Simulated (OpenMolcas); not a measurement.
# Pd²⁺ among point charges: CASSCF and CASPT2 levels and susceptibility

How does a field of 8 point charges split the states of Pd²⁺, and what χT follows?

Method: state-averaged CASSCF and CASPT2, spin-orbit coupling by RASSI with atomic mean-field integrals. Code: OpenMolcas 26.06.

## (1) The atom as given

```
Species                           : Pd²⁺ (palladium, Z = 46, 44 electrons)
Basis                             : ANO-RCC-VDZP [6s5p3d1f], 43 functions
Scalar Hamiltonian                : DKH2, point nucleus
Inactive shells                   : 1s 2s 2p 3s 3p 3d 4s 4p
Active space                      : 8 electrons in 5 orbitals (4d)
Some configurations of this space : 4d⁸
Orbitals                          : optimised for each spin and parity, averaged over all roots
```

The outer shells:

4d8
```
4d [↑↓][↑↓][↑↓][↑ ][↑ ]
```

The ion sits among 8 point charges of -0.96 e arranged as a cube (Oh), 1.95 Å from the ion.

The work runs as a chain of OpenMolcas steps in one folder; each step below is one input file. Labels, J, g values, rates, χT and fits are worked out afterwards by a script from the matrices that RASSI stores. The input lists half of the charges; inversion (Group=XYZ) makes the rest.

## (2) Basis and integrals

File a.inp:

```
&GATEWAY
Coord
1

Pd 0.0 0.0 0.0
Basis=ANO-RCC-VDZP
Group=XYZ
NoMove
AngMom=0.0 0.0 0.0
AMFI
XField
4 Angstrom 0
1.125833 1.125833 1.125833 -0.960000
1.125833 1.125833 -1.125833 -0.960000
1.125833 -1.125833 1.125833 -0.960000
1.125833 -1.125833 -1.125833 -0.960000
&SEWARD
```

Started as:

```bash
$ OMP_NUM_THREADS=1 MOLCAS_MEM=1689 MOLCAS_PROJECT=a pymolcas a.inp > a.log
```

## (3) Reference wave functions, triplets of even parity, 10 roots

File a.inp:

```
&RASSCF
FileOrb=start.orb
Symmetry=1
Spin=3
nActEl=8 0 0
Inactive=9 9
Ras2=5 0
CIRoot=10 10 1
SDav=10
CIMx=300
Iter=120 100
PrWF=0.3
OrbListing=Nothing
MaxOrb=0
>>> COPY $Project.JobIph JOB001
```

start.orb holds the contracted functions of the basis, ordered by shell, or the orbitals of the step before.

## (4) Reference wave functions, singlets of even parity, 15 roots

File a.inp:

```
&RASSCF
FileOrb=start.orb
Symmetry=1
Spin=1
nActEl=8 0 0
Inactive=9 9
Ras2=5 0
CIRoot=15 15 1
SDav=15
CIMx=300
Iter=120 100
PrWF=0.3
OrbListing=Nothing
MaxOrb=0
>>> COPY $Project.JobIph JOB002
```

## (5) State interaction with spin-orbit coupling

File a.inp:

```
&RASSI
NrOfJobIphs=2 10 15
1 2 3 4 5 6 7 8 9 10
1 2 3 4 5 6 7 8 9 10 11 12 13 14 15
IphNames
JOB001
JOB002
EJob
SpinOrbit
DIPRint=1.0
SOCoupling=1000.0
Subsets=2
Property=9
'ANGMOM' 1 'ANGMOM' 2 'ANGMOM' 3 'MLTPL  1' 1 'MLTPL  1' 2 'MLTPL  1' 3
'AMFI' 1 'AMFI' 2 'AMFI' 3
SOProperty=3
'ANGMOM' 1 'ANGMOM' 2 'ANGMOM' 3
```

## (6) CASPT2: IPEA 0.25, imaginary shift 0.1 (closed shells correlated: 4s 4p)

File a.inp:

```
>>> COPY JOB001 $Project.JobIph
&CASPT2
Multistate=10 1 2 3 4 5 6 7 8 9 10
NoMult
Frozen=8 6
IPEA=0.25
Imaginary=0.1
MaxIter=60
WThr=0.0 0.3 0.05
PrWF=0.5
NoMix
>>> COPY JOB002 $Project.JobIph
&CASPT2
Multistate=15 1 2 3 4 5 6 7 8 9 10 11 12 13 14 15
NoMult
Frozen=8 6
IPEA=0.25
Imaginary=0.1
MaxIter=60
WThr=0.0 0.3 0.05
PrWF=0.5
NoMix
```

(Steps that only read results are left out.)

What does the calculation give? Wanted: spin-free ground state; first state of the same spin within the active space; lowest level; next level.

The runs gave:

| quantity | value |
| --- | --- |
| method | SS-CASPT2, IPEA 0.25, imaginary shift 0.1 (closed shells correlated: 4s 4p) |
| spin-free ground state | 3T1, 3-fold in its orbital part |
| first state of the same spin within the active space | 3T2 at 4650 cm⁻¹ |
| lowest level | 1-fold A1 |
| next level | 809.5 cm⁻¹ |
| χT at 300 K | 1.82 cm³ K/mol |
| effective moment at 300 K | 3.82 μB |

Cost by method:

```csv
method,time of its own steps,time with the reference
A. CASSCF,5.2 s,5.2 s
"B. SS-CASPT2, IPEA 0.25, imaginary shift 0.1, +4s 4p",1.8 s,7 s
```

Times are of one thread on a shared host.

The spin-free ground state (3T1) comes to 99 % from free-ion F terms and keeps the highest spin of the shell. χT at 300 K is 1.82, against 1.00 cm³ K/mol for the spin alone, so orbital moment adds to it. A ligand-field fit to the states below 45000 cm-1 gives 10Dq = -5684 cm-1, B = 797 cm-1 and C = 3147 cm-1 (C/B = 3.95), with a deviation of 399 cm-1. CASPT2 does not keep the components of a term degenerate, and the means are used. The field of point charges can differ much from that of real complexes. This is an electrostatic model: the charges have no orbitals.
